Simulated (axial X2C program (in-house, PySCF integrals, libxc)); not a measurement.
# Linear HZrH⁻ at several levels

An exercise on one series of results from a longer session: the logs are not shown, and one member is left open.

The runs use an in-house X2C program for linear molecules on PySCF integrals; all-electron X2C, two-component (2c) or spin-free, H dyall-v3z, Zr dyall-v3z.

All values are calculated.

2 further runs of the same task are left out: 2 set aside as unsound or not needed.

Set-up of the first run:

task.json reads:

```json
{"zs": [1, 40, 1], "q": -1, "bas": ["dyall-v3z", "dyall-v3z", "dyall-v3z"], "r0": [1.86, 1.86], "symm": 1, "scan": ["PBE0", "HF", "LDA"], "levels": ["PBE0", "HF", "LDA"], "nst": 2}
```

Keys: zs atomic numbers; q charge; bas basis sets; r0 starting distance in Å; symm equal bonds; scan levels of the two-bond scan (MP2 follows by itself at each HF point); levels methods; nst determinants followed.

Launch:

```sh
$ python solin.py task.json out
```

Masses H 1.008, Zr 89.905, H 1.008 u.

Among the steps run: Scan at PBE0, 2c; Scan at HF, 2c; Scan at LDA, 2c.

One of the session's tables, all rows but one given; the rest of the session is left out.

| level | r(H–Zr) (Å) | r(Zr–H) (Å) | lower stretch (cm⁻¹) | upper stretch (cm⁻¹) |
| --- | --- | --- | --- | --- |
| PBE0, 2c | 2.049 | 2.049 | 1136.4 | 1330.2 |
| HF, 2c | 2.091 | 2.091 | 1090.9 | 1291.4 |
| LDA, 2c | 2.031 | 2.031 | 1157.9 | 1341.5 |
| MP2, 2c | 2.033 | 2.033 | 1207.9 | 1386.5 |
| PBE0, spin-free | 2.049 | 2.049 | 1137.6 | 1330.9 |
| HF, spin-free | ? | ? | ? | ? |
| LDA, spin-free | 2.031 | 2.031 | 1159.1 | 1342.2 |
| MP2, spin-free | 2.033 | 2.033 | 1209.0 | 1387.2 |

**Question.** Estimate the row for HF, spin-free.

The run gave: r(H–Zr) (Å): 2.091; r(Zr–H) (Å): 2.091; lower stretch (cm⁻¹): 1092.1; upper stretch (cm⁻¹): 1292.1.

Scans not shown above were run alike.

Limits of these values: For an anion the highest level of a functional can be positive, and the basis then holds the extra electron. The molecule was held linear; bending was not examined, so a bent shape may lie lower.
